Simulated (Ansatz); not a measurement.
# CH₄BBrO₂: up Jacob's ladder to CCSD(T)

Aim: compute CH₄BBrO₂ with functionals from several rungs and with coupled cluster, and see how far each lands from CCSD(T) at the basis-set limit for the atomisation energy.

Computed with Ansatz 0.2.0, Gaussian basis. Level: functionals in def2-TZVPP, the program's frozen cores in correlated methods.

Plan: LDA (SPW92), PBE-D4, revPBE-D4, BLYP-D4, r2SCAN-D4, B97M-V, PBE0-D4, B3LYP-D4, r2SCANh-D4, r2SCAN0-D4, HSE06-D4, BHLYP-D4, CAM-B3LYP-D4, LC-ωPBE, ωB97X-V, ωB97M-V, B2PLYP, PBE-QIDH; CCSD(T)/def2-SVP; CCSD(T)/def2-TZVPP; MP2/def2-QZVPP; extrapolation to the limit; RPA on PBE.

### Step 1. The geometry

An earlier PBE0-D4 in a triple-zeta def2 set relaxation fixed the geometry.

SMILES `COB(O)Br`, 9 atoms, charge 0, spin multiplicity 1.

Atoms are counted from 1 here; the program's logs count them from 0.

Bond lengths: C1–O2 1.413 Å, C1–H6 1.092 Å, C1–H7 1.092 Å, C1–H8 1.089 Å, O2–B3 1.338 Å, B3–O4 1.350 Å, B3–Br5 1.958 Å, O4–H9 0.959 Å. Angles: O2–C1–H6 111.0°, O2–C1–H7 111.0°, O2–C1–H8 107.1°, H6–C1–H7 108.9°, H6–C1–H8 109.4°, H7–C1–H8 109.4°, C1–O2–B3 124.8°, O2–B3–O4 119.0°, O2–B3–Br5 121.6°, O4–B3–Br5 119.5°, B3–O4–H9 113.3°.

As a file:

```xyz
9
charge 0, multiplicity 1
C     0.00925   -0.92486   -1.14588
O     0.46384   -0.59618    0.15092
B     0.11098    0.50310    0.82721
O     0.61657    0.70089    2.06291
Br   -1.11725    1.82442    0.06577
H     0.29393   -0.15606   -1.86748
H    -1.07664   -1.04071   -1.16241
H     0.47747   -1.86921   -1.42037
H     0.31034    1.51241    2.47222
```

### Step 2. LDA

This LDA is Slater exchange with PW92 correlation.

Input file in.yaml:

```yaml
crystal:
  periodic: [false, false, false]
  atoms:
    - {symbol: C, position_ang: [0.009251, -0.924857, -1.145878]}
    - {symbol: O, position_ang: [0.463839, -0.596181, 0.150923]}
    - {symbol: B, position_ang: [0.110979, 0.503103, 0.827211]}
    - {symbol: O, position_ang: [0.616567, 0.700887, 2.062908]}
    - {symbol: Br, position_ang: [-1.117248, 1.824419, 0.065770]}
    - {symbol: H, position_ang: [0.293931, -0.156061, -1.867481]}
    - {symbol: H, position_ang: [-1.076636, -1.040707, -1.162406]}
    - {symbol: H, position_ang: [0.477475, -1.869211, -1.420369]}
    - {symbol: H, position_ang: [0.310343, 1.512407, 2.472220]}
basis:
  gaussian: {orbitals: def2-TZVPP}
hamiltonian: {xc: lda}
output: {orbitals: {seedname: orbitals}}
```

Started as:

```bash
$ ansatz run in.yaml --threads 4 --pin off --events-out ev --progress --plain --max-ram 10444MiB
```

The runs that follow: PBE-D4 (GGA); revPBE-D4 (GGA); BLYP-D4 (GGA); r2SCAN-D4 (meta-GGA); B97M-V (meta-GGA); B3LYP-D4 (hybrid); r2SCANh-D4 (hybrid); r2SCAN0-D4 (hybrid); HSE06-D4 (hybrid); BHLYP-D4 (hybrid); CAM-B3LYP-D4 (range-separated); LC-ωPBE (range-separated); ωB97X-V (range-separated); ωB97M-V (range-separated); B2PLYP (double hybrid); PBE-QIDH (double hybrid); CCSD(T) in def2-SVP; CCSD(T) in def2-TZVPP; MP2 in def2-QZVPP; RPA on PBE orbitals.

Before running them: what should the planned runs give, taken together? Wanted: atomisation energy, CCSD(T)/CBS; farthest beyond LDA; mean size of error, GGA; mean size of error, meta-GGA; mean size of error, hybrid; mean size of error, range-separated; mean size of error, double hybrid; gap, smallest and largest; T1 diagnostic.

The runs gave:

```
                               quantity                                                                                                                              value
        atomisation energy, CCSD(T)/CBS                                                                                                                          37.596 eV
    functionals within 0.376 eV (1.0 %)  revPBE-D4, BLYP-D4, r2SCAN-D4, B97M-V, PBE0-D4, B3LYP-D4, r2SCANh-D4, HSE06-D4, CAM-B3LYP-D4, LC-ωPBE, ωB97X-V, ωB97M-V, PBE-QIDH
                    farthest beyond LDA                                                                                                               BHLYP-D4 (-1.431 eV)
                mean size of error, GGA                                                                                                                           0.401 eV
           mean size of error, meta-GGA                                                                                                                           0.121 eV
             mean size of error, hybrid                                                                                                                           0.382 eV
    mean size of error, range-separated                                                                                                                           0.096 eV
      mean size of error, double hybrid                                                                                                                           0.308 eV
              gap, smallest and largest                                                                                          6.79 eV (LDA (SPW92)), 14.06 eV (LC-ωPBE)
                          T1 diagnostic                                                                                                                             0.0105
triples share of the correlation energy                                                                                                                              3.6 %
```

What this shows: The LDA atomisation energy is off by 5.946 eV (16 %): it overbinds. PBE-D4 is off by +0.899 eV. Double hybrids carry the basis error of their MP2 part in triple zeta, and no dispersion term here, so their miss is partly the set-up's. The rungs range-separated, meta-GGA, double hybrid miss on average by less than the doubt on the reference (0.376 eV), so they tie. Misses under about 0.376 eV are within the doubt on the reference itself, which lacks core-valence correlation, relativity and higher excitations, and its outer-core shells are covered unevenly. All levels share the lack of spin-orbit coupling, which lowers the free heavy atoms and so the true binding. Hartree-Fock recovers 73 % of the binding; the rest is correlation. CCSD(T) in def2-SVP is off by -1.838 eV, worse than the median functional, from the basis alone. Orbital gaps span 6.8 to 14.1 eV; exact exchange widens them. Correlated methods include outer-core shells of Br, which these sets cover unevenly.
